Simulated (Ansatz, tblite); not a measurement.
**C₁₀H₃₀Si₄: spin states and exact exchange**

Is the singlet the ground state of C₁₀H₃₀Si₄? Other spin states are computed and compared level by level.

Computed with Ansatz 0.2.0, Gaussian basis. Level: as each input shows.

The runs, in order: triplet, at the geometry of the singlet (GFN1-xTB, GFN2-xTB, PBE0-D4/def2-TZVP, PBE-D4/def2-TZVP); the singlet's energies come from earlier runs.

## 1. The relaxed structure

The singlet was relaxed beforehand with PBE-D4/def2-SVP.

SMILES `CC[SiH](C)C[SiH](C)C[SiH](C)C[SiH](C)C`, 44 atoms, charge 0, spin multiplicity 1.

Bond lengths: C1–C2 1.535 Å, C1–H15 1.110 Å, C1–H16 1.110 Å, C1–H17 1.110 Å, C2–Si3 1.904 Å, C2–H18 1.113 Å, C2–H19 1.113 Å, Si3–C4 1.893 Å, Si3–C5 1.898 Å, Si3–H20 1.512 Å, C4–H21 1.109 Å, C4–H22 1.110 Å, C4–H23 1.109 Å, C5–Si6 1.897 Å, C5–H24 1.113 Å, C5–H25 1.113 Å, Si6–C7 1.891 Å, Si6–C8 1.897 Å and more. Angles: C2–C1–H15 111.6°, C2–C1–H16 111.7°, C2–C1–H17 112.1°, H15–C1–H16 107.0°, H15–C1–H17 107.1°, H16–C1–H17 107.0°, C1–C2–Si3 114.7°, C1–C2–H18 110.5°, C1–C2–H19 110.4°, Si3–C2–H18 107.6°, Si3–C2–H19 107.6°, H18–C2–H19 105.5°, C2–Si3–C4 110.5°, C2–Si3–C5 110.7°, C2–Si3–H20 107.7°, C4–Si3–C5 109.8°, C4–Si3–H20 108.8°, C5–Si3–H20 109.3° and more.

## 2. Triplet at the fixed geometry, GFN1-xTB

Tight binding, by tblite at 300 K electronic temperature and without a spin-polarisation term:

```python
tblite.interface.Calculator('GFN1-xTB', numbers, positions, charge=0, uhf=2).singlepoint()
```

Energy -1211.1346 eV; 0.13 s.

## 3. Triplet at the fixed geometry, GFN2-xTB

Tight binding, by tblite at 300 K electronic temperature and without a spin-polarisation term:

```python
tblite.interface.Calculator('GFN2-xTB', numbers, positions, charge=0, uhf=2).singlepoint()
```

Energy -1179.5728 eV; 0.12 s.

## 4. Triplet at the fixed geometry, PBE0-D4/def2-TZVP

in.yaml

```yaml
crystal:
  periodic: [false, false, false]
  atoms:
    - {symbol: C, position_ang: [-4.826681, -2.835761, -0.666466]}
    - {symbol: C, position_ang: [-5.178648, -1.355828, -0.870400]}
    - {symbol: Si, position_ang: [-4.051738, -0.134232, 0.058048]}
    - {symbol: C, position_ang: [-4.198845, -0.384872, 1.928936]}
    - {symbol: C, position_ang: [-2.243753, -0.349952, -0.477764]}
    - {symbol: Si, position_ang: [-1.051067, 1.020297, 0.067978]}
    - {symbol: C, position_ang: [-1.447914, 2.624716, -0.850411]}
    - {symbol: C, position_ang: [0.751256, 0.520476, -0.249554]}
    - {symbol: Si, position_ang: [2.067753, 1.639359, 0.534209]}
    - {symbol: C, position_ang: [2.080791, 1.396756, 2.409707]}
    - {symbol: C, position_ang: [3.793595, 1.297223, -0.177242]}
    - {symbol: Si, position_ang: [4.399747, -0.500148, -0.149301]}
    - {symbol: C, position_ang: [6.288489, -0.557255, -0.275336]}
    - {symbol: C, position_ang: [3.637866, -1.487711, -1.574464]}
    - {symbol: H, position_ang: [-3.793634, -3.060370, -1.005445]}
    - {symbol: H, position_ang: [-4.888190, -3.129374, 0.402299]}
    - {symbol: H, position_ang: [-5.507731, -3.508870, -1.228204]}
    - {symbol: H, position_ang: [-6.226061, -1.156245, -0.551818]}
    - {symbol: H, position_ang: [-5.141467, -1.093024, -1.950950]}
    - {symbol: H, position_ang: [-4.509858, 1.265532, -0.284311]}
    - {symbol: H, position_ang: [-5.245303, -0.245672, 2.269438]}
    - {symbol: H, position_ang: [-3.878616, -1.407281, 2.217906]}
    - {symbol: H, position_ang: [-3.560098, 0.336175, 2.478122]}
    - {symbol: H, position_ang: [-1.878682, -1.323727, -0.081938]}
    - {symbol: H, position_ang: [-2.197724, -0.422132, -1.587732]}
    - {symbol: H, position_ang: [-1.231037, 1.249677, 1.552430]}
    - {symbol: H, position_ang: [-1.324619, 2.485299, -1.944720]}
    - {symbol: H, position_ang: [-0.771832, 3.443691, -0.532961]}
    - {symbol: H, position_ang: [-2.493130, 2.943137, -0.663754]}
    - {symbol: H, position_ang: [0.908557, -0.513790, 0.129893]}
    - {symbol: H, position_ang: [0.905309, 0.483226, -1.350909]}
    - {symbol: H, position_ang: [1.714981, 3.080849, 0.238866]}
    - {symbol: H, position_ang: [2.362364, 0.355301, 2.667845]}
    - {symbol: H, position_ang: [2.809235, 2.078112, 2.894961]}
    - {symbol: H, position_ang: [1.080016, 1.600046, 2.841964]}
    - {symbol: H, position_ang: [4.515627, 1.922128, 0.394742]}
    - {symbol: H, position_ang: [3.833522, 1.660251, -1.228185]}
    - {symbol: H, position_ang: [3.991463, -1.146351, 1.156211]}
    - {symbol: H, position_ang: [6.659670, -1.602558, -0.258578]}
    - {symbol: H, position_ang: [6.632412, -0.087777, -1.220240]}
    - {symbol: H, position_ang: [6.763611, -0.013961, 0.566776]}
    - {symbol: H, position_ang: [3.904801, -1.032390, -2.550959]}
    - {symbol: H, position_ang: [2.532706, -1.521299, -1.505082]}
    - {symbol: H, position_ang: [4.012859, -2.531677, -1.573585]}
basis:
  gaussian: {orbitals: def2-TZVP, fitting: {mean_field: def2-universal-jkfit}}
magnetization: {spin_polarized: true, initial_magnetization: 2}
hamiltonian: {xc: pbe0, dispersion: d4}
scf: {omitted_lower_state_checks: [starts]}
output: {orbitals: {seedname: orbitals}}
```

Run with:

```
ansatz run in.yaml --threads 2 --pin off --events-out ev --progress --plain --max-ram 22528MiB --backend cuda --devices 0, --max-vram 18GiB
```

The program printed:

```text
Functional definition: PBE0
  name "PBE0"
  cite "Adamo & Barone, J. Chem. Phys. 110, 6158 (1999) doi:10.1063/1.478522"
  cite "Perdew, Burke & Ernzerhof, Phys. Rev. Lett. 77, 3865 (1996) doi:10.1103/PhysRevLett.77.3865"
  parent pbe
  parameter a = 0.25
  parameter kappa = 0.804
  parameter beta = 0.06672455060314922
  exchange = (1 - a)*pbe_x(kappa = kappa, mu = beta*pi^2/3) + a*exact_x
  correlation = pbe_c(beta = beta)
these checks for a lower state are left out or cut short: starts
1802 factors; integrals over basis functions are off by at most 5.3e-1 eV
mean field evaluation 1: about -42301.7799 eV, gradient 9.5e1 eV
mean field evaluation 2: about -42264.9622 eV, gradient 1.2e2 eV
mean field evaluation 4: about -42338.6294 eV, gradient 2.5e1 eV
mean field evaluation 8: about -42344.7791 eV, gradient 1.2e0 eV
mean field evaluation 16: about -42344.8362 eV, gradient 6.2e-2 eV
mean field evaluation 32: about -42344.8366 eV, gradient 2.6e-4 eV
mean field -42344.83657346 eV, -1556.1440417134 hartree, gradient 9.9e-6 eV, S^2 2.006907; 0 other end points of the search recorded, 0 dependent functions left out
reference -42344.83664614 eV, -1556.1440443846 hartree; 74, 72 occupied and 564, 566 virtual orbitals, 1802 factors
Total energy: -42345.97234740 eV, -1556.1857806361 hartree
Checks for a lower state left out: starts
```

Wall time 12 s (1 × H100 (card shared with other runs) with 2 threads of AMD EPYC 7R13, shared host); peak host memory 1.3 GiB.

Report: HOMO -0.67 eV, LUMO -6.47 eV (over both spins; with the spin held, an empty level of the minority spin lies below the top filled one); ⟨S²⟩ 2.007 (pure: 2.00).

## 5. Triplet at the fixed geometry, PBE-D4/def2-TZVP

start.molden holds the orbitals of an earlier run on this state, given as this run's starting guess.

in.yaml, as its differences from that of step 4:

```diff
@@ -48,5 +48,5 @@
 basis:
-  gaussian: {orbitals: def2-TZVP, fitting: {mean_field: def2-universal-jkfit}}
+  gaussian: {orbitals: def2-TZVP, fitting: {mean_field: def2-universal-jkfit}, initial_orbitals: start.molden}
 magnetization: {spin_polarized: true, initial_magnetization: 2}
-hamiltonian: {xc: pbe0, dispersion: d4}
+hamiltonian: {xc: pbe, dispersion: d4}
 scf: {omitted_lower_state_checks: [starts]}
```

Same command.

The program printed:

```text
Functional definition: PBE
  name "PBE"
  cite "Perdew, Burke & Ernzerhof, Phys. Rev. Lett. 77, 3865 (1996) doi:10.1103/PhysRevLett.77.3865"
  parent pbe
  parameter kappa = 0.804
  parameter beta = 0.06672455060314922
  exchange = pbe_x(kappa = kappa, mu = beta*pi^2/3)
  correlation = pbe_c(beta = beta)
these checks for a lower state are left out or cut short: starts
1802 factors; integrals over basis functions are off by at most 5.3e-1 eV
mean field evaluation 1: about -42339.5606 eV, gradient 1.2e1 eV
mean field evaluation 2: about -42339.9138 eV, gradient 4.9e-1 eV
mean field evaluation 4: about -42339.9482 eV, gradient 3.5e-1 eV
mean field evaluation 8: about -42339.9504 eV, gradient 3.2e-3 eV
mean field evaluation 16: about -42339.9504 eV, gradient 1.1e-5 eV
mean field -42339.95043738 eV, -1555.9644795244 hartree, gradient 1.8e-6 eV, S^2 2.001963; 0 other end points of the search recorded, 0 dependent functions left out
reference -42339.95053531 eV, -1555.9644831234 hartree; 74, 72 occupied and 564, 566 virtual orbitals, 1802 factors
Total energy: -42341.25272128 eV, -1556.0123375752 hartree
Checks for a lower state left out: starts
```

Wall time 6.5 s (1 × H100 (card shared with other runs) with 2 threads of AMD EPYC 7R13, shared host); peak host memory 1.3 GiB.

Report: HOMO -0.36 eV, LUMO -6.77 eV (over both spins; with the spin held, an empty level of the minority spin lies below the top filled one); ⟨S²⟩ 2.002 (pure: 2.00).

## 6. Triplet less singlet, vertical

The singlet's energies are those of its earlier runs, whose logs aren't repeated here.

| level | triplet less singlet, vertical (eV) | time |
| --- | --- | --- |
| GFN1-xTB | +6.246 | 0.2 s |
| GFN2-xTB | +5.706 | 0.18 s |
| PBE-D4/def2-TZVP | +6.410 | 11 s |
| PBE0-D4/def2-TZVP | +7.140 | 18 s |

Times add the two runs; a level without a time comes out of a correlated run. Tight binding without a spin term can't rank spin states.

## 7. Summary of results

| quantity | value |
| --- | --- |
| triplet less singlet, vertical, functionals in def2-TZVP | +6.410 (PBE-D4) to +7.140 eV (PBE0-D4) |

**Reading.** All functionals put the triplet above the singlet, over a spread of 0.731 eV. The checks for a lower triplet were left out, so another state of that spin may lie lower. These are electronic energies, without zero-point motion, entropy or surroundings.
